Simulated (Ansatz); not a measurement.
Crystal: Ta3N.

```
CELL_PARAMETERS angstrom
3.03222 0.00000 0.00000
-1.51611 2.62598 0.00000
0.00000 0.00000 7.52414
ATOMIC_POSITIONS crystal
Ta 0.66667 0.33333 0.82607
Ta 0.33333 0.66667 0.17393
Ta 0.00000 0.00000 0.50000
N 0.00000 0.00000 0.00000
```

The cell comes from a database or a generator and needn't be the stable form of this composition.

Base run:

| Property | Result |
| --- | --- |
| Program | Ansatz 0.2.0 |
| Functional | r2SCAN |
| Potentials or basis | Ansatz PAW |
| Cutoff | 500 eV (not typed: the program's choice for these potentials) |
| k mesh | 10 × 10 × 4 |
| Occupations | fermi-dirac, width 0.05 eV |
| Spin | no spin polarisation |

Its results: band gap on the k mesh none (metal or under the smearing width); pressure -4.0 GPa; largest force 0.072 eV/Å.

The run is repeated on the same cell with these changes: functional from r2SCAN to LDA; cutoff from 500 eV (not typed: the program's choice for these potentials) to 420 eV (not typed: the program's choice for these potentials). What comes out?

Band gap on the k mesh none (metal or under the smearing width); pressure -13.3 GPa; largest force 0.531 eV/Å.

Caveats: spin-orbit coupling is left out, which moves the levels of the heavy elements; the PAW data sets come from PBE, with cores solved anew for the run's functional, which leaves a small shift of forces and pressure.
